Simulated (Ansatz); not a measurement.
# Cl₂H₆N₂OSi₂: up Jacob's ladder to CCSD(T)

An exercise on one series of results from a longer session: the logs are not shown, and one member is left open.

Computed with Ansatz 0.2.0, Gaussian basis. Level: functionals in def2-TZVPP, the program's frozen cores in correlated methods.

The runs, in order: PBE-D4, r2SCAN-D4, PBE0-D4, B3LYP-D4, ωB97X-V, ωB97M-V, B2PLYP; CCSD(T)/def2-TZVPP; MP2/def2-QZVPP; extrapolation to the limit.

## The geometry

An earlier PBE0-D4 in a triple-zeta def2 set relaxation fixed the geometry.

13 atoms, charge 0, spin multiplicity 1.

Atoms are counted from 1 here; the program's logs count them from 0.

Bond lengths: N1–Si2 1.700 Å, N1–H8 1.007 Å, N1–H9 1.007 Å, Si2–O3 1.659 Å, Si2–H10 1.480 Å, Si2–H11 1.479 Å, O3–Si4 1.606 Å, Si4–N5 1.684 Å, Si4–Cl6 2.042 Å, Si4–Cl7 2.062 Å, N5–H12 1.007 Å, N5–H13 1.006 Å. Angles: Si2–N1–H8 121.0°, Si2–N1–H9 121.4°, H8–N1–H9 111.5°, N1–Si2–O3 115.2°, N1–Si2–H10 108.2°, N1–Si2–H11 108.6°, O3–Si2–H10 106.7°, O3–Si2–H11 105.3°, H10–Si2–H11 112.9°, Si2–O3–Si4 139.1°, O3–Si4–N5 109.1°, O3–Si4–Cl6 112.4°, O3–Si4–Cl7 107.5°, N5–Si4–Cl6 107.8°, N5–Si4–Cl7 114.5°, Cl6–Si4–Cl7 105.6°, Si4–N5–H12 120.2°, Si4–N5–H13 121.0° and more.

The first run:

File in.yaml:

```yaml
crystal:
  periodic: [false, false, false]
  atoms:
    - {symbol: N, position_ang: [-0.595443, 2.252493, -0.865021]}
    - {symbol: Si, position_ang: [-1.480097, 0.851275, -0.486111]}
    - {symbol: O, position_ang: [-0.567161, -0.495054, -0.159652]}
    - {symbol: Si, position_ang: [0.900162, -0.866306, 0.378679]}
    - {symbol: N, position_ang: [0.937052, -2.496998, 0.795850]}
    - {symbol: Cl, position_ang: [2.347695, -0.547878, -1.026112]}
    - {symbol: Cl, position_ang: [1.337293, 0.423727, 1.926537]}
    - {symbol: H, position_ang: [-0.124959, 2.778888, -0.146952]}
    - {symbol: H, position_ang: [-0.147045, 2.364598, -1.759342]}
    - {symbol: H, position_ang: [-2.282876, 1.124747, 0.726972]}
    - {symbol: H, position_ang: [-2.308739, 0.485453, -1.655048]}
    - {symbol: H, position_ang: [0.174284, -2.904973, 1.311164]}
    - {symbol: H, position_ang: [1.809824, -2.969961, 0.959044]}
basis:
  gaussian: {orbitals: def2-TZVPP}
hamiltonian: {xc: pbe, dispersion: d4}
output: {forces: true, orbitals: {seedname: orbitals}}
```

Launch:

```
ansatz run in.yaml --threads 2 --pin off --events-out ev --progress --plain --max-ram 22528MiB --backend cuda --devices 0, --max-vram 18GiB
```

Steps of the session up to this table: PBE-D4 (GGA); r2SCAN-D4 (meta-GGA); PBE0-D4 (hybrid); B3LYP-D4 (hybrid); ωB97X-V (range-separated); ωB97M-V (range-separated); B2PLYP (double hybrid); CCSD(T) in def2-TZVPP; MP2 in def2-QZVPP.

One of the session's tables, all rows but one given; the rest of the session is left out.

It belongs to the step «Atomisation energies». 

```
            method  atomisation energy (eV)
            PBE-D4                   49.702
         r2SCAN-D4                   49.181
           PBE0-D4                   48.880
          B3LYP-D4                   49.098
           ωB97X-V                   49.586
           ωB97M-V                   49.595
            B2PLYP                   48.516
     HF/def2-TZVPP                   34.890
    MP2/def2-TZVPP                   48.792
   CCSD/def2-TZVPP                   46.840
CCSD(T)/def2-TZVPP                        ?
           MP2/CBS                   50.578
       CCSD(T)/CBS                   49.415
```

Q: Estimate the row for CCSD(T)/def2-TZVPP from the others.

**Answer.** atomisation energy (eV): 47.629. In the column «atomisation energy (eV)» it lies between CCSD/def2-TZVPP (46.840) and B2PLYP (48.516).
